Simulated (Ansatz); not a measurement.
# C₄H₉AlF₂: how energies converge with the basis set

An exercise on one series of results from a longer session: the logs are not shown, and one member is left open.

Computed with Ansatz 0.2.0, Gaussian basis. Level: one geometry, several basis sets.

Plan: PBE0-D4/def2-SVP; ωB97M-V/def2-SVP; PBE0-D4/def2-QZVPP; ωB97M-V/def2-QZVPP; the functionals' def2-TZVPP values are taken from earlier runs.

## The relaxed structure

The geometry comes from an earlier relaxation with PBE0-D4 in a triple-zeta def2 set; it is a stationary point, not always the lowest conformer.

SMILES `C[C](C)(C)[Al]([F])[F]`, 16 atoms, charge 0, spin multiplicity 1.

Atoms are counted from 1 here; the program's logs count them from 0.

Bond lengths: C1–C2 1.532 Å, C1–H8 1.099 Å, C1–H9 1.094 Å, C1–H10 1.094 Å, C2–C3 1.527 Å, C2–C4 1.532 Å, C2–Al5 1.960 Å, C3–H11 1.093 Å, C3–H12 1.098 Å, C3–H13 1.093 Å, C4–H14 1.094 Å, C4–H15 1.099 Å, C4–H16 1.094 Å, Al5–F6 1.647 Å, Al5–F7 1.646 Å. Angles: C2–C1–H8 109.7°, C2–C1–H9 112.3°, C2–C1–H10 112.4°, H8–C1–H9 107.3°, H8–C1–H10 107.0°, H9–C1–H10 108.0°, C1–C2–C3 109.6°, C1–C2–C4 108.8°, C1–C2–Al5 108.7°, C3–C2–C4 109.7°, C3–C2–Al5 111.1°, C4–C2–Al5 108.9°, C2–C3–H11 112.2°, C2–C3–H12 109.9°, C2–C3–H13 112.2°, H11–C3–H12 107.4°, H11–C3–H13 107.4°, H12–C3–H13 107.4° and more.

Set-up of the first run:

File in.yaml:

```yaml
crystal:
  periodic: [false, false, false]
  atoms:
    - {symbol: C, position_ang: [0.358455, 0.684947, 1.314691]}
    - {symbol: C, position_ang: [0.012934, -0.017566, -0.002261]}
    - {symbol: C, position_ang: [1.069032, -1.076406, -0.311655]}
    - {symbol: C, position_ang: [-1.359221, -0.683290, 0.139713]}
    - {symbol: Al, position_ang: [-0.078425, 1.326311, -1.426322]}
    - {symbol: F, position_ang: [-1.165297, 2.560544, -1.345500]}
    - {symbol: F, position_ang: [0.901238, 1.304014, -2.748796]}
    - {symbol: H, position_ang: [0.365151, -0.046663, 2.134207]}
    - {symbol: H, position_ang: [-0.369840, 1.458014, 1.575818]}
    - {symbol: H, position_ang: [1.349446, 1.148998, 1.291904]}
    - {symbol: H, position_ang: [0.854669, -1.616647, -1.237665]}
    - {symbol: H, position_ang: [1.105025, -1.816204, 0.499389]}
    - {symbol: H, position_ang: [2.069886, -0.647085, -0.407667]}
    - {symbol: H, position_ang: [-1.647711, -1.238719, -0.758095]}
    - {symbol: H, position_ang: [-1.337808, -1.402763, 0.969611]}
    - {symbol: H, position_ang: [-2.150335, 0.039916, 0.356827]}
basis:
  gaussian: {orbitals: def2-SVP}
hamiltonian: {xc: pbe0, dispersion: d4}
output: {orbitals: {seedname: orbitals}}
```

Started as:

```console
$ ansatz run in.yaml --threads 4 --pin off --events-out ev --progress --plain --max-ram 11315MiB
```

Among the steps run: PBE0-D4 in def2-SVP; ωB97M-V in def2-SVP; PBE0-D4 in def2-QZVPP; ωB97M-V in def2-QZVPP.

One of the session's tables, all rows but one given; the rest of the session is left out.

It belongs to the step «Density functionals: the series». 

```
functional       basis  HOMO (eV)
   PBE0-D4    def2-SVP          ?
   PBE0-D4  def2-TZVPP      -7.76
   PBE0-D4  def2-QZVPP      -7.77
   ωB97M-V    def2-SVP      -9.90
   ωB97M-V  def2-TZVPP      -9.96
   ωB97M-V  def2-QZVPP      -9.97
```

**Question.** Estimate the row for PBE0-D4, def2-SVP.

As computed: HOMO (eV): -7.72. In the column «HOMO (eV)» it is the highest.
